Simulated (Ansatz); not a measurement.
Run this with Ansatz 0.2.0, Python API and show what comes out.

Script `csybbr3_drho.py`:
```python
import ansatz as az
import numpy as np

vectors0 = np.array([
    [5.737309, 0.0, 0.0],
    [0.0, 5.737309, 0.0],
    [0.0, 0.0, 5.737309],
])
sites = [
    ('Cs', [0.0, 0.0, 0.0]),
    ('Yb', [0.5, 0.5, 0.5]),
    ('Br', [0.0, 0.5, 0.5]),
    ('Br', [0.5, 0.5, 0.0]),
    ('Br', [0.5, 0.0, 0.5]),
]


def build(cell):
    crystal = az.Crystal(lattice=az.Lattice.of(cell))
    for symbol, position in sites:
        crystal = crystal.atom(symbol, position)
    return crystal


def main() -> None:
    def solve(crystal):
        return (
            crystal.calculation()
            .functional('pbesol')
            .occupations(az.OccupationsMethod.FERMI_DIRAC, width=0.05)
            .basis(460, grid_basis='typed')
            .kpoints(4, 4, 4)
            .density()
            .run(threads=1)
        )


    whole = solve(build(vectors0))
    difference = whole.density().channels[0].density_e_per_ang3.copy()
    binding = whole.report['free_energy_ev']
    for element in ['Cs', 'Yb', 'Br']:
        part = az.Crystal(lattice=az.Lattice.of(vectors0))
        for symbol, position in sites:
            if symbol == element:
                part = part.atom(symbol, position)
        alone = solve(part)
        difference -= alone.density().channels[0].density_e_per_ang3
        binding -= alone.report['free_energy_ev']
        print(f'{element} sublattice: {alone.report["n_electrons"]:g} electrons, {alone.report["n_iterations"]} iterations')

    voxel = abs(np.linalg.det(vectors0)) / difference.size
    print(f'energy of the crystal less its unpolarised sublattices: {binding / len(sites):.4f} eV/atom')
    print(f'net charge of the difference {difference.sum() * voxel:.5f} e, charge moved {0.5 * np.abs(difference).sum() * voxel:.3f} e')
    print(f'extremes {difference.min():.4f} and {difference.max():.4f} e/A^3')
    for (symbol, position) in sites:
        index = tuple(int(round(p * n)) % n for p, n in zip(position, difference.shape))
        print(f'  change of the pseudo-density at the grid point nearest {symbol}: {difference[index]:+.4f} e/A^3')
    profile = difference.mean(axis=(0, 1))
    print('planar mean along the third vector:', np.round(profile[:: max(len(profile) // 12, 1)], 4))


if __name__ == '__main__':
    main()
```

Running `python csybbr3_drho.py` prints:
```text
Cs sublattice: 9 electrons, 6 iterations
Yb sublattice: 24 electrons, 8 iterations
Br sublattice: 21 electrons, 7 iterations
energy of the crystal less its unpolarised sublattices: -3.0579 eV/atom
net charge of the difference -0.00000 e, charge moved 0.850 e
extremes -0.2932 and 0.0705 e/A^3
  change of the pseudo-density at the grid point nearest Cs: -0.0081 e/A^3
  change of the pseudo-density at the grid point nearest Yb: -0.2932 e/A^3
  change of the pseudo-density at the grid point nearest Br: -0.0340 e/A^3
  change of the pseudo-density at the grid point nearest Br: -0.0340 e/A^3
  change of the pseudo-density at the grid point nearest Br: -0.0340 e/A^3
planar mean along the third vector: [-0.001  -0.0001  0.001  -0.0013 -0.0038 -0.0026  0.0026  0.0048  0.0048
  0.0026 -0.0026 -0.0038 -0.0013  0.001  -0.0001]
```

Caveats:
- Semilocal functionals put the nearly full 4f shell of Yb too close to the Fermi level.
- Grid values close to the nuclei reflect the PAW or pseudopotential construction, not the all-electron fields.
- The structure comes from a database of computed cells and needn't be a stable or known phase.
- Charge moved counts every rearrangement, bonding and polarisation too, and is no transfer between atoms; the bare sublattices are artificial references. Values near the nuclei depend on the potentials.
- Wall time of the script: 11 s on 1 thread of Arm Neoverse V1 (shared host), peak memory 0.51 GiB.

(Lines on the test bed's own set-up are left out of the output.)
